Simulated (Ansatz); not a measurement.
# ZnO (zincite): a point defect seen from the nuclei (S on an O site), part 3 of 3

Aim: the field gradients at and around a point defect: S on an O site in ZnO (zincite), cell charge 0. The cell is a supercell built from a structure deposited in the COD. Planned: a single point, then a relaxation, then a check of preconditioner.

Ansatz 0.2.0; DFT, PBE, plane-wave PAW, default files, scalar-relativistic, as far as a step names no other. The steps go on from the part before.

**4. A check on settings: scf.mixing.preconditioner = resta**

Contents of input.yaml:

```yaml
crystal:
  lattice:
    - [6.498616, 0.0, 0.0]
    - [-3.249308, 5.6279665454, 0.0]
    - [0.0, 0.0, 10.411418]
  atoms:
    - { symbol: Zn, position: [0.1666666666, 0.3333333334, 0.25] }
    - { symbol: Zn, position: [0.1666666666, 0.3333333334, 0.75] }
    - { symbol: Zn, position: [0.1666666666, 0.8333333334, 0.25] }
    - { symbol: Zn, position: [0.1666666666, 0.8333333334, 0.75] }
    - { symbol: Zn, position: [0.6666666666, 0.3333333334, 0.25] }
    - { symbol: Zn, position: [0.6666666666, 0.3333333334, 0.75] }
    - { symbol: Zn, position: [0.6666666666, 0.8333333334, 0.25] }
    - { symbol: Zn, position: [0.6666666666, 0.8333333334, 0.75] }
    - { symbol: Zn, position: [0.3333333334, 0.1666666666, 0.0] }
    - { symbol: Zn, position: [0.3333333334, 0.1666666666, 0.5] }
    - { symbol: Zn, position: [0.3333333334, 0.6666666666, 0.0] }
    - { symbol: Zn, position: [0.3333333334, 0.6666666666, 0.5] }
    - { symbol: Zn, position: [0.8333333334, 0.1666666666, 0.0] }
    - { symbol: Zn, position: [0.8333333334, 0.1666666666, 0.5] }
    - { symbol: Zn, position: [0.8333333334, 0.6666666666, 0.0] }
    - { symbol: Zn, position: [0.8333333334, 0.6666666666, 0.5] }
    - { symbol: S, position: [0.3333333334, 0.1666666666, 0.189505] }
    - { symbol: O, position: [0.3333333334, 0.1666666666, 0.689505] }
    - { symbol: O, position: [0.3333333334, 0.6666666666, 0.189505] }
    - { symbol: O, position: [0.3333333334, 0.6666666666, 0.689505] }
    - { symbol: O, position: [0.8333333334, 0.1666666666, 0.189505] }
    - { symbol: O, position: [0.8333333334, 0.1666666666, 0.689505] }
    - { symbol: O, position: [0.8333333334, 0.6666666666, 0.189505] }
    - { symbol: O, position: [0.8333333334, 0.6666666666, 0.689505] }
    - { symbol: O, position: [0.1666666666, 0.3333333334, 0.439505] }
    - { symbol: O, position: [0.1666666666, 0.3333333334, 0.939505] }
    - { symbol: O, position: [0.1666666666, 0.8333333334, 0.439505] }
    - { symbol: O, position: [0.1666666666, 0.8333333334, 0.939505] }
    - { symbol: O, position: [0.6666666666, 0.3333333334, 0.439505] }
    - { symbol: O, position: [0.6666666666, 0.3333333334, 0.939505] }
    - { symbol: O, position: [0.6666666666, 0.8333333334, 0.439505] }
    - { symbol: O, position: [0.6666666666, 0.8333333334, 0.939505] }
kpoints:
  mp_grid: { grid: [3, 3, 2] }
scf:
  occupations: { method: fermi_dirac, width: 0.01 }
  mixing: { preconditioner: resta }
hamiltonian:
  xc: pbe
  pseudopotentials: { kind: paw }
output:
  forces: true
  stress: true
  populations: true
  efg:
    quadrupole_moments_barn: { Zn: 0.122, S: -0.0694, O: -0.02558 }
    contact_densities: true
```

Run with:

```
$ ansatz run input.yaml --threads 1 --pin off --max-ram 3072MiB --backend cpu --events-out ev --progress --plain --runs-dir out
```

Log:

```text
Warning: RAYON_NUM_THREADS=1 ignored (pool sized by the plan → 1); use --threads N
Engine: ansatz 0.2.0, aarch64-unknown-linux-gnu
Pseudopotentials: kind: paw
Pseudopotential: Zn, paw, valence charge 12, recommended cutoff 420 eV (normal), Zn.paw.azcp
Pseudopotential: S, paw, valence charge 6, recommended cutoff 420 eV (normal), S.paw.azcp
Pseudopotential: O, paw, valence charge 6, recommended cutoff 420 eV (normal), O.paw.azcp
Functional definition: PBE
  parameter kappa = 0.804
  parameter beta = 0.06672455060314922
  exchange = pbe_x(kappa = kappa, mu = beta*pi^2/3)
  correlation = pbe_c(beta = beta)
Crystal: 32 atoms, lattice volume = 380.787 Å³
Basis set: ecut = 420 eV, 7475 PW (Γ), exchange–correlation on 90×90×144 points (8 copies of the dense FFT grid, shifted against one another)
Bands: 176, of which v1, the nominal top of the filled ones, is band 144 counted from 1 (143 counted from 0)
Symmetry: 6 space group operations
Space group: P3m1 (ITA 156), of the structure as read, at distance tolerance 7.2e-5 Å
k-points: 6 of 18 (time reversal used)
Non-local potential: Zn, projectors of the file, l = 0: 2, l = 1: 2, l = 2: 3, l = 3: 1
Non-local potential: S, projectors of the file, l = 0: 2, l = 1: 2, l = 2: 2
Non-local potential: O, projectors of the file, l = 0: 2, l = 1: 2, l = 2: 1
PAW form: soft (Blöchl's): semilocal exchange-correlation on the pseudo side does not see the compensation charge
PAW one-centre angular grid: Zn, 590 points (default); XC on 64 Gauss nodes
PAW one-centre angular grid: S, 110 points (default); XC on 64 Gauss nodes
PAW one-centre angular grid: O, 110 points (default); XC on 64 Gauss nodes
Initial density: superposition of atomic densities (neutral atoms: chi_scale 0, normalization atom), corrected by the library's trained network
Initial wavefunctions: pseudopotential atomic-orbital guess
Functional: x = pbe(κ = 0.804, μ = 0.2195149727645171), c = pbe(β = 0.06672455060314922)
SCF iter   1: F=—  HF=-62522.102828 eV  |F-HF|=—  |Δ(HF+E_count)|=         —  Δρ=2.43e-3  dr2=1.82e-2  ethr=1.77e-3  ⟨swp⟩=5.7  Hψ=4340  notcnv=0  defer=15
preconditioner: resta → Resta (q_TF=auto, 2.604 Å⁻¹)  ε∞=7.5, the Penn estimate 7.491719337089923  [insulator: Δε(μ)=0.936 eV  Ē_g=12.675 eV  σ=0.010 eV  W_gap=1.00  ℏωp=32.3 eV]
SCF iter   2: F=—  HF=-62522.098341 eV  |F-HF|=—  |Δ(HF+E_count)|=   4.49e-3  Δρ=9.11e-4  dr2=3.46e-3  ethr=6.32e-6  ⟨swp⟩=2.0  Hψ=2122  notcnv=0  defer=152
SCF iter   3: F=—  HF=-62522.098204 eV  |F-HF|=—  |Δ(HF+E_count)|=   1.37e-4  Δρ=5.97e-4  dr2=1.81e-3  ethr=1.20e-6  ⟨swp⟩=2.0  Hψ=1718  notcnv=0  defer=152
SCF iter   4: F=—  HF=-62522.098172 eV  |F-HF|=—  |Δ(HF+E_count)|=   3.14e-5  Δρ=2.47e-4  dr2=2.16e-4  ethr=6.28e-7  ⟨swp⟩=2.0  Hψ=1718  notcnv=0  defer=152
SCF iter   5: F=—  HF=-62522.098172 eV  |F-HF|=—  |Δ(HF+E_count)|=   1.72e-7  Δρ=1.02e-4  dr2=6.21e-5  ethr=7.51e-8  ⟨swp⟩=2.0  Hψ=1725  notcnv=0  defer=152
SCF iter   6: F=—  HF=-62522.098391 eV  |F-HF|=—  |Δ(HF+E_count)|=   2.19e-4  Δρ=3.65e-5  dr2=1.01e-5  ethr=2.16e-8  ⟨swp⟩=2.3  Hψ=1761  notcnv=0  defer=152
SCF iter   7: F=—  HF=-62522.098392 eV  |F-HF|=—  |Δ(HF+E_count)|=   9.69e-7  Δρ=2.55e-5  dr2=2.12e-6  ethr=3.50e-9  ⟨swp⟩=2.0  Hψ=1731  notcnv=0  defer=152
SCF iter   8: F=—  HF=-62522.098392 eV  |F-HF|=—  |Δ(HF+E_count)|=   3.40e-8  Δρ=1.23e-5  dr2=4.44e-7  ethr=7.35e-10  ⟨swp⟩=2.0  Hψ=1763  notcnv=0  defer=152
SCF iter   9: F=—  HF=-62522.098392 eV  |F-HF|=—  |Δ(HF+E_count)|=   2.33e-7  Δρ=6.20e-6  dr2=1.13e-7  ethr=3.47e-11  ⟨swp⟩=11.7  Hψ=6168  notcnv=0
SCF iter  10: F=-62522.098392 eV  HF=-62522.098392 eV  |F-HF|=7.79e-9  |Δ(HF+E_count)|=  1.75e-10  Δρ=1.69e-6  dr2=1.36e-8  ethr=3.47e-11  ⟨swp⟩=4.5  Hψ=3726  notcnv=0
SCF 1 converged in 10 iterations: F = -62522.098392 eV  dr2 = 1.36e-8
SCF converged after 10 iterations
Free energy (F): -62522.098392 eV
Harris-Foulkes:  -62522.098392 eV  (|F-HF|=7.79e-9)
Internal energy: -62522.098392 eV  (E = F + TS)
E sigma→0 (E₀):  -62522.098392 eV
Fermi energy:    8.159840 eV
--- Per-component energies (eV) ---
  E_band       = 602.154912
  E_kinetic    = 4846.660081
  E_local      = -31716.973357  (includes V_loc(G=0)·N_el)
  E_nonlocal   = 10652.707745
  E_hartree    = 13064.003934
  E_xc         = -3394.375258
  E_vxc        = -2327.139747  (∫ρ·V_xc dr)
  E_paw        = -32273.395020  (= ΣΔE_a)
  E_vpaw       = -6981.138858  (= ΣTr[D̂ρ^β])
  E_aug_tail   = 0.031443  (compensation charges beyond the density's cutoff)
  E_ewald      = -23700.757961
  E_smearing   = -0.000000  (= −TS)
  E_closure    = -0.000000  (closes the sum)
  Σ components = -62522.098392   (vs F -62522.098392, Δ=0.00e0)
--- Forces (eV/Å), atoms counted from 1 ---
  atom   1  Zn    -3.51933343     2.03188810     1.30656335
  atom   2  Zn    -0.03430128     0.01980386    -0.07437686
  atom   3  Zn     0.00000000    -4.06377621     1.30656335
  atom   4  Zn     0.00000000    -0.03960771    -0.07437686
  atom   5  Zn     3.51933343     2.03188810     1.30656335
  atom   6  Zn     0.03430128     0.01980386    -0.07437686
  atom   7  Zn     0.00000000    -0.00000000    -0.04367565
  atom   8  Zn     0.00000000    -0.00000000    -0.09789643
  atom   9  Zn    -0.00000000    -0.00000000    -4.50041180
  atom  10  Zn     0.00000000     0.00000000     0.04328931
  atom  11  Zn    -0.01460270    -0.00843088    -0.09930759
  atom  12  Zn    -0.01001931    -0.00578465    -0.02946684
  atom  13  Zn     0.00000000     0.01686175    -0.09930759
  atom  14  Zn     0.00000000     0.01156930    -0.02946684
  atom  15  Zn     0.01460270    -0.00843088    -0.09930759
  atom  16  Zn     0.01001931    -0.00578465    -0.02946684
  atom  17  S      0.00000000     0.00000000     0.32144152
  atom  18  O      0.00000000     0.00000000     0.05790788
  atom  19  O     -0.12642686    -0.07299258     0.16048276
  atom  20  O      0.01463503     0.00844954     0.06662033
  atom  21  O      0.00000000     0.14598516     0.16048276
  atom  22  O      0.00000000    -0.01689908     0.06662033
  atom  23  O      0.12642686    -0.07299258     0.16048276
  atom  24  O     -0.01463503     0.00844954     0.06662033
  atom  25  O     -0.16075176     0.09281007     0.22199414
  atom  26  O     -0.07062637     0.04077615    -0.19835857
  atom  27  O      0.00000000    -0.18562014     0.22199414
  atom  28  O     -0.00000000    -0.08155231    -0.19835857
  atom  29  O      0.16075176     0.09281007     0.22199414
  atom  30  O      0.07062637     0.04077615    -0.19835857
  atom  31  O      0.00000000    -0.00000000     0.04471024
  atom  32  O      0.00000000    -0.00000000     0.11220823
  max |Σ_I F_I| component: 2.55e-5 eV/Å
--- Stress (GPa, compression-positive) ---
       10.679594       0.000000       0.000000
        0.000000      10.679594       0.000000
        0.000000       0.000000      12.589236
  P = ⅓ Tr σ = 11.3161 GPa (113.161 kbar)
--- PAW observables at the nuclei: V_zz in 10²¹ V/m², potentials from the cell's mean, atoms counted from 1 ---
  atom   1  Zn V_zz =    -4.170962   η = 0.0676   by run symmetry: allowed   C_q = -12.3041 MHz
            electrostatic potential = -3944.739587 V   contact ρ = 166602.207839 e/Å³
  atom   2  Zn V_zz =    +0.059859   η = 0.1317   by run symmetry: allowed   C_q = +0.1766 MHz
            electrostatic potential = -3945.417347 V   contact ρ = 166591.524676 e/Å³
  atom   3  Zn V_zz =    -4.170962   η = 0.0676   by run symmetry: allowed   C_q = -12.3041 MHz
            electrostatic potential = -3944.739587 V   contact ρ = 166602.207838 e/Å³
  atom   4  Zn V_zz =    +0.059859   η = 0.1317   by run symmetry: allowed   C_q = +0.1766 MHz
            electrostatic potential = -3945.417347 V   contact ρ = 166591.524677 e/Å³
  atom   5  Zn V_zz =    -4.170962   η = 0.0676   by run symmetry: allowed   C_q = -12.3041 MHz
            electrostatic potential = -3944.739587 V   contact ρ = 166602.207839 e/Å³
  atom   6  Zn V_zz =    +0.059859   η = 0.1317   by run symmetry: allowed   C_q = +0.1766 MHz
            electrostatic potential = -3945.417347 V   contact ρ = 166591.524676 e/Å³
  atom   7  Zn V_zz =    -0.008938   η = 0.0000   by run symmetry: allowed   C_q = -0.0264 MHz
            electrostatic potential = -3945.344508 V   contact ρ = 166591.477074 e/Å³
  atom   8  Zn V_zz =    +0.161985   η = 0.0000   by run symmetry: allowed   C_q = +0.4778 MHz
            electrostatic potential = -3945.411062 V   contact ρ = 166591.477541 e/Å³
  atom   9  Zn V_zz =    -4.122665   η = 0.0000   by run symmetry: allowed   C_q = -12.1616 MHz
            electrostatic potential = -3944.701805 V   contact ρ = 166602.221698 e/Å³
  atom  10  Zn V_zz =    +0.165370   η = 0.0000   by run symmetry: allowed   C_q = +0.4878 MHz
            electrostatic potential = -3945.359818 V   contact ρ = 166591.555916 e/Å³
  atom  11  Zn V_zz =    +0.122597   η = 0.3663   by run symmetry: allowed   C_q = +0.3617 MHz
            electrostatic potential = -3945.357064 V   contact ρ = 166591.481455 e/Å³
  atom  12  Zn V_zz =    +0.135636   η = 0.1200   by run symmetry: allowed   C_q = +0.4001 MHz
            electrostatic potential = -3945.405774 V   contact ρ = 166591.498755 e/Å³
  atom  13  Zn V_zz =    +0.122597   η = 0.3663   by run symmetry: allowed   C_q = +0.3617 MHz
            electrostatic potential = -3945.357064 V   contact ρ = 166591.481455 e/Å³
  atom  14  Zn V_zz =    +0.135636   η = 0.1200   by run symmetry: allowed   C_q = +0.4001 MHz
            electrostatic potential = -3945.405774 V   contact ρ = 166591.498757 e/Å³
  atom  15  Zn V_zz =    +0.122597   η = 0.3663   by run symmetry: allowed   C_q = +0.3617 MHz
            electrostatic potential = -3945.357064 V   contact ρ = 166591.481455 e/Å³
  atom  16  Zn V_zz =    +0.135636   η = 0.1200   by run symmetry: allowed   C_q = +0.4001 MHz
            electrostatic potential = -3945.405774 V   contact ρ = 166591.498755 e/Å³
  atom  17  S  V_zz =    +0.059851   η = 0.0000   by run symmetry: allowed   C_q = -0.1004 MHz
            electrostatic potential = -1635.820573 V   contact ρ = 19760.337215 e/Å³
  atom  18  O  V_zz =    -0.100139   η = 0.0000   by run symmetry: allowed   C_q = +0.0619 MHz
            electrostatic potential = -624.252830 V   contact ρ = 2156.843912 e/Å³
  atom  19  O  V_zz =    -1.140271   η = 0.5129   by run symmetry: allowed   C_q = +0.7053 MHz
            electrostatic potential = -624.290610 V   contact ρ = 2156.795433 e/Å³
  atom  20  O  V_zz =    -0.199471   η = 0.0148   by run symmetry: allowed   C_q = +0.1234 MHz
            electrostatic potential = -624.282144 V   contact ρ = 2156.846745 e/Å³
  atom  21  O  V_zz =    -1.140271   η = 0.5129   by run symmetry: allowed   C_q = +0.7053 MHz
            electrostatic potential = -624.290610 V   contact ρ = 2156.795433 e/Å³
  atom  22  O  V_zz =    -0.199471   η = 0.0148   by run symmetry: allowed   C_q = +0.1234 MHz
            electrostatic potential = -624.282144 V   contact ρ = 2156.846745 e/Å³
  atom  23  O  V_zz =    -1.140271   η = 0.5129   by run symmetry: allowed   C_q = +0.7053 MHz
            electrostatic potential = -624.290610 V   contact ρ = 2156.795433 e/Å³
  atom  24  O  V_zz =    -0.199471   η = 0.0148   by run symmetry: allowed   C_q = +0.1234 MHz
            electrostatic potential = -624.282144 V   contact ρ = 2156.846745 e/Å³
  atom  25  O  V_zz =    -0.739716   η = 0.2655   by run symmetry: allowed   C_q = +0.4575 MHz
            electrostatic potential = -624.287240 V   contact ρ = 2156.848070 e/Å³
  atom  26  O  V_zz =    -0.874587   η = 0.1441   by run symmetry: allowed   C_q = +0.5410 MHz
            electrostatic potential = -624.285300 V   contact ρ = 2156.822632 e/Å³
  atom  27  O  V_zz =    -0.739716   η = 0.2655   by run symmetry: allowed   C_q = +0.4575 MHz
            electrostatic potential = -624.287240 V   contact ρ = 2156.848070 e/Å³
  atom  28  O  V_zz =    -0.874587   η = 0.1441   by run symmetry: allowed   C_q = +0.5410 MHz
            electrostatic potential = -624.285300 V   contact ρ = 2156.822632 e/Å³
  atom  29  O  V_zz =    -0.739716   η = 0.2655   by run symmetry: allowed   C_q = +0.4575 MHz
            electrostatic potential = -624.287240 V   contact ρ = 2156.848070 e/Å³
  atom  30  O  V_zz =    -0.874587   η = 0.1441   by run symmetry: allowed   C_q = +0.5410 MHz
            electrostatic potential = -624.285300 V   contact ρ = 2156.822632 e/Å³
  atom  31  O  V_zz =    -0.170759   η = 0.0000   by run symmetry: allowed   C_q = +0.1056 MHz
            electrostatic potential = -624.256310 V   contact ρ = 2156.820669 e/Å³
  atom  32  O  V_zz =    -0.191754   η = 0.0000   by run symmetry: allowed   C_q = +0.1186 MHz
            electrostatic potential = -624.237011 V   contact ρ = 2156.837194 e/Å³
--- Band table (eV; the first three rows and the last of 6) ---
[... 4 lines left out ...]
--- Löwdin populations: 32 sites ---
  site symbol       q [e]
     0     Zn     10.5719
     1     Zn     10.5738
     2     Zn     10.5719
     3     Zn     10.5738
     4     Zn     10.5719
     5     Zn     10.5738
     6     Zn     10.5731
     7     Zn     10.5735
     8     Zn     10.5695
     9     Zn     10.5719
    10     Zn     10.5734
    11     Zn     10.5740
    12     Zn     10.5734
    13     Zn     10.5740
    14     Zn     10.5734
    15     Zn     10.5740
    16      S      7.0782
    17      O      7.2550
    18      O      7.2657
    19      O      7.2555
    20      O      7.2657
    21      O      7.2555
    22      O      7.2657
    23      O      7.2555
    24      O      7.2609
    25      O      7.2608
    26      O      7.2609
    27      O      7.2608
    28      O      7.2609
    29      O      7.2608
    30      O      7.2562
    31      O      7.2556
  spilling = 0.009927 (of n_electrons = 288.000000)
```

Wall time 67 s (1 thread of Arm Neoverse V2, shared host); peak memory 0.85 GiB.

State: gap on the mesh 0.93 eV, largest force 4.500 eV/Å, pressure 11.3 GPa.

Beside the values of step 2 (V_zz in 10²¹ V/m²; 11 of 16 rows, with the four largest changes of size):

| site | atoms | V_zz, PBE | V_zz, preconditioner resta | η, PBE | η, preconditioner resta |
| --- | --- | --- | --- | --- | --- |
| S | 17 | 0.060 | 0.060 | 0.00 | 0.00 |
| Zn9 | 9 | -4.12 | -4.12 | 0.00 | 0.00 |
| Zn1 | 1, 3, 5 | -4.17 | -4.17 | 0.07 | 0.07 |
| O25 | 25, 27, 29 | -0.74 | -0.74 | 0.27 | 0.27 |
| O26 | 26, 28, 30 | -0.87 | -0.87 | 0.14 | 0.14 |
| Zn10 | 10 | 0.17 | 0.17 | 0.00 | 0.00 |
| O19 | 19, 21, 23 | -1.14 | -1.14 | 0.51 | 0.51 |
| Zn11 | 11, 13, 15 | 0.12 | 0.12 | 0.37 | 0.37 |
| Zn7 | 7 | -0.009 | -0.009 | 0.00 | 0.00 |
| O32 | 32 | -0.19 | -0.19 | 0.00 | 0.00 |
| Zn8 | 8 | 0.16 | 0.16 | 0.00 | 0.00 |

The sizes of the gradients above 0.15 moved by less than 0.1 % at any site. The free energy stayed within 0.1 meV/atom.

**5. From gradients to spectra (values of step 3)**

¹⁷O (I = 5/2, Q = -25.58 mb) at 9.40 T, Larmor frequency 54.3 MHz. Second-order quadrupolar shifts of the central transition; chemical shifts are not computed, so all sites share one zero.

| site | count | C_Q (MHz) | η | ν_Q (MHz) | δ_QIS (ppm) |
| --- | --- | --- | --- | --- | --- |
| O26 | 3 | 1.30 | 0.85 | 0.195 | -4.3 |
| O19 | 3 | 1.90 | 0.80 | 0.285 | -8.9 |
| O25 | 3 | 0.954 | 0.22 | 0.143 | -1.9 |
| O20 | 3 | 0.440 | 0.51 | 0.066 | -0.4 |

¹⁷O central transition, under fast magic-angle spinning:

kHz, intensity and a bar:
```
     -1.2          0 
     -1.1          0 
     -1.1          1 
     -1.0          2 #
     -0.9          2 #
     -0.9          3 #
     -0.8          3 #
     -0.8          3 #
     -0.7          3 #
     -0.7          4 #
     -0.6          6 ##
     -0.6         12 ###
     -0.5         12 ###
     -0.5         15 #####
     -0.4         14 ####
     -0.4         13 ####
     -0.3         17 #####
     -0.3         30 #########
     -0.2         29 #########
     -0.2         44 #############
     -0.1         45 #############
      0.0        100 ##############################
      0.0         52 ################
      0.1          0
```

**6. Results**

What follows sums up all 3 parts.

| quantity | value |
| --- | --- |
| state (step 3) | gap on the mesh 0.68 eV, largest force 0.005 eV/Å, pressure 9.5 GPa |
| V_zz by site, step 3 (10²¹ V/m²) | S 1.60, Zn1 1.57, Zn9 3.56, O26 -2.10, O19 -3.07, Zn10 1.34, O25 -1.54, Zn11 -0.94, … |
| largest C_Q in size, step 3 | 10.5 MHz, ⁶⁷Zn at Zn9 |
| step 3 (ions relaxed) against step 2 | over a factor of two in the median, over a factor of two at the site that moves most (small gradients counted from 0.15; Zn7, -0.009 to 1.69), with a change of sign at Zn9, Zn1, Zn11 and others |
| step 4 (scf.mixing.preconditioner = resta) against step 2, before relaxation | less than 0.1 % at any site |

What this shows: Site Zn9 (3 O at 1.96 Å, 1 S at 2.23 Å; also 1 O at 2.90 Å) carries the largest gradient. The runs allow no spin. The relaxation kept the symmetry P3m1, so a distorted place of lower energy may have been missed. Relaxing moved atoms by up to 0.33 Å and single gradients by over a factor of two in size at the worst site (over a factor of two in the median) (gradients over 0.15 counted), so at some sites the starting positions were a poor guide. At 9.40 T the ¹⁷O line of the largest coupling listed spans about 1.1 kHz under magic-angle spinning and 3.6 kHz static, from the quadrupolar part alone (no shift anisotropy). The defect repeats with the cell of 32 atoms, so it feels its images: sites between two images don't show the values beside a lone defect, and zeros or small values of η there can come from the images' arrangement. O and Zn carry a gradient in the pure host already, so the values there aren't the defect's effect alone. The relaxation keeps the site symmetry 3m of the start, so the impurity can move only along its axis; a start off the site could end lower. With a gap of 0.7 eV on this mesh, small gradients can still move by 0.1 × 10²¹ V/m² or more as the k-mesh gets denser. The cell keeps the host's lattice, where the PBE pressure is 10 GPa.

These are semilocal Kohn-Sham gaps, which aren't the measured quantity. Such gaps usually fall short of the measured ones.
